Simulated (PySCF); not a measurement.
# C4H6OSi: electronic excitations and core binding energies

What electronic excitations and core binding energies should C4H6OSi (`[SiH3]c1ccoc1`) show?

Programs: PySCF 2.14.0, with density-fitted response routines of our own. Each step states its level of theory. These are calculated values for one molecule in the gas phase, unless marked as measured. Atoms are numbered from 0 throughout.

## Step 1: Starting geometry

12 atoms, charge 0, multiplicity 1; geometry from: GFN2-xTB.

Bonds of the start (Å): Si0–C1 1.87, C1–C2 1.43, C2–C3 1.36, C3–O4 1.35, O4–C5 1.34, C5–C1 1.37, Si0–H6 1.47, Si0–H7 1.47, Si0–H8 1.46, C2–H9 1.07, C3–H10 1.07, C5–H11 1.07.

## Step 2: Ultraviolet spectrum: B3LYP/def2-SVPD

Job settings and geometry (Å):

```
{"job": {"kind": "uv", "xc": "B3LYP", "basis": "def2-SVPD", "nstates": 8, "ntriplets": 3}, "charge": 0, "multiplicity": 1}
Si    -1.968451    -0.247771     0.090859
C     -0.130550     0.075071    -0.021064
C      0.928144    -0.839578     0.255090
C      2.087998    -0.171819     0.032234
O      1.837630     1.090343    -0.361992
C      0.502753     1.226651    -0.390011
H     -2.266380    -0.844959     1.395652
H     -2.365075    -1.175639    -0.972903
H     -2.674942     1.024813    -0.062556
H      0.820181    -1.855061     0.577611
H      3.116221    -0.464394     0.114671
H      0.113668     2.181657    -0.683618
```

Method: TDDFT B3LYP/def2-SVPD, vertical, gas phase, core orbitals frozen in the response.

Command:

```console
OMP_NUM_THREADS=1 python probes_run.py task.json out
```

One launch serves the whole session: the jobs run in the order shown.

Standard output:

```text
coarse grid: 10776 points
cycle   1  E = -520.3589513972  dE =  9.131e-01  |g| = 4.616e-01  |ddm| = 6.114e+00
cycle   2  E = -520.3188448294  dE =  4.011e-02  |g| = 6.365e-01  |ddm| = 1.483e+00
cycle   3  E = -520.4071908214  dE = -8.835e-02  |g| = 6.410e-02  |ddm| = 7.860e-01
cycle   4  E = -520.4079063503  dE = -7.155e-04  |g| = 2.614e-02  |ddm| = 1.391e-01
cycle   5  E = -520.4080563711  dE = -1.500e-04  |g| = 7.987e-03  |ddm| = 4.236e-02
cycle   6  E = -520.4080643109  dE = -7.940e-06  |g| = 5.103e-03  |ddm| = 2.156e-02
cycle   7  E = -520.4080709073  dE = -6.596e-06  |g| = 3.345e-04  |ddm| = 8.582e-03
final grid: 100200 points
cycle   8  E = -520.4933241913  dE = -2.561e-05  |g| = 3.993e-03  |ddm| = 9.971e-02
cycle   9  E = -520.4933213071  dE =  2.884e-06  |g| = 5.458e-03  |ddm| = 1.384e-02
cycle  10  E = -520.4933279849  dE = -6.678e-06  |g| = 1.072e-03  |ddm| = 7.073e-03
cycle  11  E = -520.4933282302  dE = -2.453e-07  |g| = 1.551e-04  |ddm| = 1.602e-03
cycle  12  E = -520.4933282351  dE = -4.883e-09  |g| = 8.197e-05  |ddm| = 4.875e-04
cycle  13  E = -520.4933282369  dE = -1.728e-09  |g| = 2.676e-05  |ddm| = 1.988e-04
cycle  14  E = -520.4933282370  dE = -1.744e-10  |g| = 4.284e-06  |ddm| = 4.750e-05
converged SCF energy = -520.4933282370

Static polarisability (au): isotropic 74.139, principal 54.421 74.911 93.085

Singlet excitations
state   eV       nm        f      main configurations
  1   6.0684    204.3   0.00129   H->L+1 0.95
  2   6.0974    203.3   0.11249   H->L 0.93
  3   6.3536    195.1   0.03067   H->L+2 0.68, H-1->L 0.30
  4   6.6491    186.5   0.00028   H->L+3 0.93
  5   6.7667    183.2   0.00512   H->L+4 0.92
  6   6.8622    180.7   0.01745   H->L+5 0.88
  7   7.2432    171.2   0.08528   H->L+6 0.63, H-1->L 0.15
  8   7.3113    169.6   0.13652   H->L+7 0.28, H->L+6 0.27, H-1->L 0.25

Triplet excitations (Tamm-Dancoff, eV): 4.0580 5.1778 5.9351
```

It took 44 s on 1 thread of Arm Neoverse N1, shared host; peak memory 0.71 GiB.

The orbitals next to the gap, with their largest atomic shares:

```csv
orbital,eV,atoms
HOMO−3,-9.56,"Si0 34 %, H6 16 %, C1 14 %"
HOMO−2,-9.47,"Si0 30 %, C1 27 %, H8 20 %"
HOMO−1,-7.91,"C2 26 %, C1 24 %, O4 22 %"
HOMO,-6.62,"C5 27 %, C3 27 %, C1 15 %"
LUMO,-0.27,"C5 24 %, O4 20 %, C3 16 %"
LUMO+1,0.32,"Si0 37 %, C5 9 %, H8 8 %"
LUMO+2,0.57,"Si0 26 %, C2 16 %, C1 14 %"
```

With each of the 8 states as a Gaussian band of 0.4 eV half-width at 1/e, the curve within the window shown has maxima at 202 nm (ε 5,500), 171 nm (ε 9,200) L/(mol cm). Beyond the last state computed it falls off for lack of states. The curve at chosen wavelengths:

(nm, ε (L/mol/cm)): (163, 4654), (166, 7244), (168, 8542), (171, 9195), (173, 8719), (176, 7095), (178, 5805), (181, 4136), (183, 3385), (186, 2890), (188, 2941), (191, 3444), (193, 3950), (196, 4748), (198, 5182), (201, 5525), (203, 5499), (206, 5086), (208, 4612), (211, 3729), (213, 3105), (216, 2224), (218, 1716), (221, 1104), (223, 797), (226, 467)

Leading natural transition orbitals of singlet state 8: the hole lies on C3, C5 about 29 % each; C1 18 %; C2 9 %; the particle on H8, H11 about 19 % each; H6, H7 about 11 % each; Si0 9 %.

Leading natural transition orbitals of singlet state 1: the hole lies on C3, C5 about 29 % each; C1 15 %; C2 11 %; the particle on 5 H atoms about 13 % each; H10 7 %; Si0 7 %.

Further results of this job:

```
           property  computed
  dipole moment (D)      0.38
polarisability (Å³)     10.99
 HOMO–LUMO gap (eV)      6.36
      −ε(HOMO) (eV)      6.62
```

The fields below are evaluated on a grid from the run's orbitals.

Frontier orbitals at B3LYP/def2-SVPD, with the share of their density that lies nearest to each atom:

| orbital | energy (eV) | lies on |
| --- | --- | --- |
| HOMO | -6.62 | C3, C5 about 29 % each; C1, C2 about 13 % each |
| LUMO | -0.27 | C5 24 %; C3 17 %; O4 16 % |

ELF in a plane through or near 10 of the atoms.

Values, 10 rows by 14 columns:
```
0.00 0.00 0.00 0.00 0.00 0.00 0.00 0.00 0.00 0.00 0.00 0.00 0.00 0.00
0.00 0.00 0.00 0.00 0.00 0.00 0.03 0.02 0.00 0.00 0.00 0.00 0.00 0.00
0.00 0.00 0.00 0.00 0.02 0.02 0.99 0.99 0.06 0.01 0.09 0.00 0.00 0.00
0.00 0.00 0.00 0.38 0.86 0.36 0.89 0.90 0.01 0.81 1.00 0.92 0.02 0.00
0.00 0.00 0.00 0.06 0.73 0.72 0.52 0.83 0.51 0.72 1.00 0.85 0.05 0.00
0.00 0.00 0.93 0.99 0.16 0.68 0.78 0.25 0.91 0.50 0.10 0.08 0.01 0.00
0.00 0.00 0.90 0.98 0.40 0.59 0.45 0.29 0.13 0.43 0.42 0.06 0.00 0.00
0.00 0.00 0.00 0.01 0.01 0.86 1.00 0.78 0.00 0.08 0.08 0.01 0.00 0.00
0.00 0.00 0.00 0.00 0.00 0.11 0.52 0.06 0.00 0.00 0.00 0.00 0.00 0.00
0.00 0.00 0.00 0.00 0.00 0.00 0.00 0.00 0.00 0.00 0.00 0.00 0.00 0.00
```
The map spans 11.4 Å across and 9.8 Å up, centred on the molecule. Atoms in the plane (x, y in Å): Si0 (2.0, -0.2), C1 (0.1, 0.1), C2 (-0.9, -0.9), C3 (-2.1, -0.3), O4 (-1.9, 1.0), C5 (-0.6, 1.3), H8 (2.6, 1.1), H9 (-0.7, -2.0), H10 (-3.1, -0.6), H11 (-0.2, 2.3).

On the surface of density 0.002 e/bohr³ the electrostatic potential runs, from the 1st to the 99th percentile, from -0.79 V near O4 to 1.11 V near H10.

## Step 3: Core-electron binding energies: SCAN, X2C

The job, as its differences from that of step 2:

```diff
@@ -1,2 +1,2 @@
-{"job": {"kind": "uv", "xc": "B3LYP", "basis": "def2-SVPD", "nstates": 8, "ntriplets": 3}, "charge": 0, "multiplicity": 1}
+{"job": {"kind": "xps"}, "charge": 0, "multiplicity": 1}
 Si    -1.968451    -0.247771     0.090859
```

With the program's defaults for keys left out, this is: delta-SCF UKS SCAN, pcX-2 on the ionised atom, pcseg-1 elsewhere, spin-free X2C.

Standard output:

```text
ground state, core basis on atom 0 (Si), 160 functions
  cycle   1  E = -521.27012958  |g| = 4.60e-01
  cycle   2  E = -521.21200980  |g| = 6.47e-01
  cycle   3  E = -521.31893163  |g| = 1.15e-01
  cycle   4  E = -521.32116599  |g| = 7.61e-02
  cycle   5  E = -521.32255359  |g| = 1.92e-02
  cycle   6  E = -521.32262158  |g| = 6.76e-03
  cycle   7  E = -521.32263131  |g| = 5.69e-04
  cycle   8  E = -521.32263148  |g| = 4.11e-04
  E(ground) = -521.32232089 Eh
hole in Si 1s of atom 0
  cycle   1  E = -452.40278344  |g| = 4.35e+00
  cycle   2  E = -450.96541551  |g| = 2.47e+00
  cycle   3  E = -448.24308044  |g| = 2.43e+00
  cycle   4  E = -453.37963647  |g| = 3.82e-01
  cycle   5  E = -453.39640927  |g| = 3.66e-01
  cycle   6  E = -453.44872164  |g| = 1.43e-01
  cycle   7  E = -453.45853752  |g| = 2.32e-02
  cycle   8  E = -453.45860567  |g| = 2.07e-02
  cycle   9  E = -453.45883746  |g| = 4.56e-03
  cycle  10  E = -453.45884832  |g| = 1.61e-03
  cycle  11  E = -453.45884975  |g| = 5.54e-04
  cycle  12  E = -453.45885005  |g| = 1.30e-04
  E(ion) = -453.46616533 Eh   <S^2> = 0.7522   hole on atom = 1.000   binding energy = 1846.460 eV
hole in Si 2p of atom 0
  cycle   1  E = -517.06027118  |g| = 1.23e+00
  cycle   2  E = -516.37314661  |g| = 1.35e+00
  cycle   3  E = -517.15290290  |g| = 6.04e-01
  cycle   4  E = -517.35873561  |g| = 2.09e-01
  cycle   5  E = -517.36833853  |g| = 1.64e-01
  cycle   6  E = -517.38121720  |g| = 3.02e-02
  cycle   7  E = -517.38162614  |g| = 1.20e-02
  cycle   8  E = -517.38168290  |g| = 5.37e-03
  cycle   9  E = -517.38169992  |g| = 1.46e-03
  cycle  10  E = -517.38170281  |g| = 1.18e-03
  cycle  11  E = -517.38170376  |g| = 5.31e-04
  cycle  12  E = -517.38170521  |g| = 2.74e-04
  E(ion) = -517.39286682 Eh   <S^2> = 0.7520   hole on atom = 1.002   binding energy = 106.926 eV
  2p3/2 = 106.711 eV   2p1/2 = 107.334 eV
ground state, core basis on atom 1 (C), 149 functions
  cycle   1  E = -521.23166924  |g| = 6.17e-02
  cycle   2  E = -521.23162547  |g| = 3.04e-02
  cycle   3  E = -521.23157504  |g| = 3.37e-02
  cycle   4  E = -521.23184517  |g| = 8.99e-03
  cycle   5  E = -521.23186357  |g| = 2.89e-03
  cycle   6  E = -521.23186801  |g| = 4.45e-04
  E(ground) = -521.27351271 Eh
hole in C 1s of atom 1
  cycle   1  E = -509.99011259  |g| = 1.52e+00
  cycle   2  E = -508.88135523  |g| = 2.09e+00
  cycle   3  E = -510.38195833  |g| = 6.43e-01
  cycle   4  E = -510.47232366  |g| = 4.76e-01
  cycle   5  E = -510.57028385  |g| = 1.06e-01
  cycle   6  E = -510.57443981  |g| = 3.22e-02
  cycle   7  E = -510.57494580  |g| = 1.23e-02
  cycle   8  E = -510.57503968  |g| = 7.38e-03
  cycle   9  E = -510.57509461  |g| = 3.55e-03
  cycle  10  E = -510.57514797  |g| = 1.65e-03
  cycle  11  E = -510.57515941  |g| = 6.17e-04
  cycle  12  E = -510.57515963  |g| = 3.94e-04
  E(ion) = -510.61563129 Eh   <S^2> = 0.7934   hole on atom = 1.000   binding energy = 290.016 eV
ground state, core basis on atom 2 (C), 149 functions
  cycle   1  E = -521.23137557  |g| = 5.87e-02
  cycle   2  E = -521.23119334  |g| = 3.32e-02
  cycle   3  E = -521.23116064  |g| = 3.47e-02
  cycle   4  E = -521.23146156  |g| = 5.89e-03
  cycle   5  E = -521.23147160  |g| = 4.74e-04
  E(ground) = -521.27317996 Eh
hole in C 1s of atom 2
  cycle   1  E = -509.98383530  |g| = 1.52e+00
  cycle   2  E = -509.05127672  |g| = 1.99e+00
  cycle   3  E = -510.37837311  |g| = 6.27e-01
  cycle   4  E = -510.45809998  |g| = 4.74e-01
  cycle   5  E = -510.55766673  |g| = 8.75e-02
  cycle   6  E = -510.56030034  |g| = 3.19e-02
  cycle   7  E = -510.56082990  |g| = 1.17e-02
  cycle   8  E = -510.56091671  |g| = 7.31e-03
  cycle   9  E = -510.56096565  |g| = 3.51e-03
  cycle  10  E = -510.56099801  |g| = 2.74e-03
  cycle  11  E = -510.56101098  |g| = 1.98e-03
  cycle  12  E = -510.56101508  |g| = 5.09e-04
  cycle  13  E = -510.56101639  |g| = 1.79e-04
  E(ion) = -510.60140883 Eh   <S^2> = 0.7898   hole on atom = 1.000   binding energy = 290.394 eV
ground state, core basis on atom 3 (C), 149 functions
  cycle   1  E = -521.23351975  |g| = 6.02e-02
  cycle   2  E = -521.23324343  |g| = 4.00e-02
  cycle   3  E = -521.23322910  |g| = 4.07e-02
  cycle   4  E = -521.23362747  |g| = 1.17e-02
  cycle   5  E = -521.23365826  |g| = 1.14e-03
  cycle   6  E = -521.23365612  |g| = 6.24e-04
  cycle   7  E = -521.23365598  |g| = 7.96e-05
  E(ground) = -521.27537240 Eh
hole in C 1s of atom 3
  cycle   1  E = -509.93794985  |g| = 1.51e+00
  cycle   2  E = -507.86108083  |g| = 2.45e+00
  cycle   3  E = -510.28676728  |g| = 6.86e-01
  cycle   4  E = -510.39771699  |g| = 5.34e-01
  cycle   5  E = -510.51016253  |g| = 1.43e-01
  cycle   6  E = -510.51445499  |g| = 9.62e-02
  cycle   7  E = -510.51956685  |g| = 1.47e-02
  cycle   8  E = -510.51970156  |g| = 8.35e-03
  cycle   9  E = -510.51975158  |g| = 3.99e-03
  cycle  10  E = -510.51978163  |g| = 2.51e-03
  cycle  11  E = -510.51980078  |g| = 1.65e-03
  cycle  12  E = -510.51980660  |g| = 9.26e-04
  cycle  13  E = -510.51980907  |g| = 3.09e-04
  E(ion) = -510.55984347 Eh   <S^2> = 0.7893   hole on atom = 1.000   binding energy = 291.584 eV
ground state, core basis on atom 4 (O), 149 functions
  cycle   1  E = -521.25820038  |g| = 1.03e-01
  cycle   2  E = -521.25589924  |g| = 1.16e-01
  cycle   3  E = -521.25755864  |g| = 7.13e-02
  cycle   4  E = -521.25863097  |g| = 1.31e-02
  cycle   5  E = -521.25867509  |g| = 1.50e-03
  cycle   6  E = -521.25867712  |g| = 6.58e-04
  cycle   7  E = -521.25867767  |g| = 2.04e-04
  E(ground) = -521.29821237 Eh
hole in O 1s of atom 4
  cycle   1  E = -500.58136399  |g| = 2.23e+00
  cycle   2  E = -499.47105354  |g| = 2.53e+00
  cycle   3  E = -501.00535479  |g| = 8.70e-01
  cycle   4  E = -501.15436467  |g| = 6.72e-01
  cycle   5  E = -501.40955384  |g| = 7.49e-02
  cycle   6  E = -501.41147881  |g| = 2.41e-02
  cycle   7  E = -501.41158747  |g| = 1.92e-02
  cycle   8  E = -501.41179178  |g| = 4.94e-03
  cycle   9  E = -501.41180713  |g| = 2.32e-03
  cycle  10  E = -501.41181166  |g| = 1.02e-03
  cycle  11  E = -501.41181507  |g| = 7.49e-04
  cycle  12  E = -501.41181853  |g| = 5.42e-04
  cycle  13  E = -501.41182018  |g| = 4.68e-04
  E(ion) = -501.45135347 Eh   <S^2> = 0.7643   hole on atom = 1.000   binding energy = 540.061 eV
ground state, core basis on atom 5 (C), 149 functions
  cycle   1  E = -521.23216649  |g| = 9.86e-02
  cycle   2  E = -521.22751418  |g| = 1.73e-01
  cycle   3  E = -521.23309405  |g| = 3.19e-02
  cycle   4  E = -521.23320503  |g| = 2.33e-02
  cycle   5  E = -521.23335502  |g| = 1.22e-03
  cycle   6  E = -521.23335520  |g| = 3.96e-04
  E(ground) = -521.27498958 Eh
hole in C 1s of atom 5
  cycle   1  E = -509.93429094  |g| = 1.52e+00
  cycle   2  E = -508.67455534  |g| = 2.19e+00
  cycle   3  E = -510.39423921  |g| = 5.00e-01
  cycle   4  E = -510.42951966  |g| = 4.03e-01
  cycle   5  E = -510.51746635  |g| = 9.51e-02
  cycle   6  E = -510.52080680  |g| = 3.98e-02
  cycle   7  E = -510.52147393  |g| = 2.34e-02
  cycle   8  E = -510.52171716  |g| = 7.87e-03
  cycle   9  E = -510.52176442  |g| = 3.14e-03
  cycle  10  E = -510.52179476  |g| = 2.28e-03
  cycle  11  E = -510.52181013  |g| = 1.69e-03
  cycle  12  E = -510.52181933  |g| = 9.85e-04
  cycle  13  E = -510.52182075  |g| = 2.65e-04
  E(ion) = -510.56189181 Eh   <S^2> = 0.7886   hole on atom = 1.000   binding energy = 291.518 eV
```

It took 2 min on 1 thread of Arm Neoverse N1, shared host; peak memory 0.46 GiB.

Binding energies by hole, beside the orbital energy of the ground state; the difference holds orbital relaxation and, for a density functional, its self-interaction error:

```csv
hole,stands for,environment,ΔSCF (eV; 2p as the shell's mean),−ε (eV),⟨S²⟩
Si1s on Si0,Si0,"silicon bonded to C, 3 H",1846.46,1793.2,0.752
Si2p on Si0,Si0,"silicon bonded to C, 3 H",106.92,96.1,0.752
C1s on C1,C1,substituted aromatic carbon,290.02,273.5,0.793
C1s on C2,C2,aromatic CH,290.39,273.7,0.790
C1s on C3,C3,aromatic CH next to the ring oxygen,291.58,275.0,0.789
O1s on O4,O4,aromatic ring oxygen,540.06,518.6,0.764
C1s on C5,C5,aromatic CH next to the ring oxygen,291.52,275.1,0.789
```

With the spin-orbit splitting: Si0 2p3/2 106.71, 2p1/2 107.33 eV. The table gives each 2p level as the mean over the whole 2p shell (two parts 2p3/2, one part 2p1/2), which differs a little from the single hole in the log.

## Step 4: Results

```
                                quantity                                          value
        lowest singlet (B3LYP/def2-SVPD)                    6.07 eV (204 nm), f = 0.001
brightest single state of those computed                    state 8, 7.31 eV, f = 0.137
                          lowest triplet                                        4.06 eV
   surface potential, 1st and 99th percentile                             -0.79 V and 1.11 V
        C1s binding energies, SCAN/pcX-2  C3 291.58, C5 291.52, C2 290.39, C1 290.02 eV
       Si1s binding energies, SCAN/pcX-2                                 Si0 1846.46 eV
       Si2p binding energies, SCAN/pcX-2                                  Si0 106.92 eV
        O1s binding energies, SCAN/pcX-2                                   O4 540.06 eV
```

What this shows: The first singlet state (HOMO→LUMO+1 0.95) lies at 6.07 eV and is weak; of the 8 states computed, the strongest absorption comes from state 8 at 7.31 eV (the last computed, so partners may be missing). The lowest triplet lies 2.01 eV below the lowest singlet (triplets in Tamm-Dancoff, singlets in full TDDFT). States above −ε(HOMO) lie where TDDFT describes them poorly and they hang on the basis; the brightest is among them. The C1s levels kept as sound span 1.57 eV, from C1 (substituted aromatic carbon) up to C3 (aromatic CH next to the ring oxygen).
